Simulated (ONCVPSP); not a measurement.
# An ONCV potential for gallium, from input to tests

Aim: build the potential from the settings below, then test how well it stands in for the atom: other configurations, scattering, ghost states and the plane-wave cutoff that it needs.

The numbers are computed with ONCVPSP 4.0.1 (PBE, scalar-relativistic, spin-unpolarised reference atom).

## (1) The design

The settings as typed:

- element: gallium (Ga, Z = 31)
- type: optimised norm-conserving Vanderbilt (ONCV)
- frozen core: [Ar] 3d10
- valence charge: 3
- reference configuration: 4s1 (charge +2)
- partial waves: 4s: rc 1.65 bohr, ncon 4, nbas 7, qcut 3.1 1/bohr, 2 projectors, debl 3.6 Ha; p scattering state at 0.27 Ha: rc 1.55 bohr, ncon 3, nbas 6, qcut 4.4 1/bohr, 2 projectors, debl 2.8 Ha; d scattering state at 0.13 Ha: rc 1.70 bohr, ncon 3, nbas 6, qcut 5.3 1/bohr, 2 projectors, debl 1.1 Ha
- local potential: polynomial inside 1.45 bohr (lpopt 5, dvloc0 0 Ha)
- core correction: not asked for

The nodes and maxima of the atom's own shells, from an earlier all-electron run, set the scale for the radii.

All-electron outer shells of the reference configuration (PBE, scalar-relativistic, ld1.x):

```json
{"shell": "3d", "level (eV)": "-39.36", "outermost node (bohr)": "–", "outermost maximum (bohr)": "0.53"}
{"shell": "4s", "level (eV)": "-26.07", "outermost node (bohr)": "0.80", "outermost maximum (bohr)": "1.78"}
{"shell": "4p", "level (eV)": "-17.74", "outermost node (bohr)": "0.86", "outermost maximum (bohr)": "2.12"}
```

## (2) Generation

Contents of Ga.dat:

```
# ATOM AND REFERENCE CONFIGURATION
# atsym  z   nc   nv     iexc    psfile
  Ga 31.00    6    1        4      upf
#
#   n    l    f
    1    0    2.00
    2    0    2.00
    2    1    6.00
    3    0    2.00
    3    1    6.00
    3    2   10.00
    4    0    1.00
#
# PSEUDOPOTENTIAL AND OPTIMIZATION
# lmax
    2
#
#   l,   rc,      ep,       ncon, nbas, qcut
    0    1.65    0.00    4    7    3.10
    1    1.55    0.27    3    6    4.40
    2    1.70    0.13    3    6    5.30
#
# LOCAL POTENTIAL
# lloc, lpopt,  rc(5),   dvloc0
    4    5    1.45    0.00
#
# VANDERBILT-KLEINMAN-BYLANDER PROJECTORs
# l, nproj, debl
    0    2    3.60
    1    2    2.80
    2    2    1.10
#
# MODEL CORE CHARGE
# icmod, fcfact, rcfact
    0    0.00    0.00
#
# LOG DERIVATIVE ANALYSIS
# epsh1, epsh2, depsh
   -2.00    5.00    0.02
#
# OUTPUT GRID
# rlmax, drl
    6.00    0.01
#
# TEST CONFIGURATIONS
# ncnf
    4
# nvcnf
#   n    l    f
    2
    4    0    2.00
    4    1    1.00
#
    1
    4    0    2.00
#
    2
    4    0    2.00
    4    1    0.50
#
    2
    4    0    1.00
    4    1    1.00
#
```

Started as:

```console
$ oncvpsp.x < Ga.dat > Ga.out
```

Q: Predict the outcome of this session. Wanted: cutoffs for 1 and 0.1 mHa per electron, occupied waves; bound ghosts; GHOST(+) flags; largest test error; largest phase difference near zero energy, channels read; projector energies reset by the program.

As calculated:

```
                                                quantity                          value
  cutoffs for 1 and 0.1 mHa per electron, occupied waves                21 Ha and 38 Ha
                                            bound ghosts  d at -23.35 eV, d at -5.21 eV
                                          GHOST(+) flags                    s at 109 eV
                            largest test error (AE − PS)          +291 meV, for 4s2 4p1
largest phase difference near zero energy, channels read                      3.160 rad
                 projector energies reset by the program             p: 0.050, 2.850 Ha
```

**Reading.** It has a bound ghost (d), a state that the atom doesn't have, and that rules the file out. By total energies transferability is poor: the largest error is 291 meV on 26.8 eV, for 4s2 4p1. By its cutoff, 21 Ha for the looser tolerance, it is of middling hardness. That counts occupied waves only; other projectors can need more. Of the channels read, d scatters worst near zero energy, by up to 3.16 rad. A step near π is an extra or missing state, not a misfit of shape. The pseudo curves have a pole with no partner nearby in the atom's: d at -0.81 Ha. The program also flags highly localised states, GHOST(+) (s). All of this concerns the isolated atom, not yet a solid.
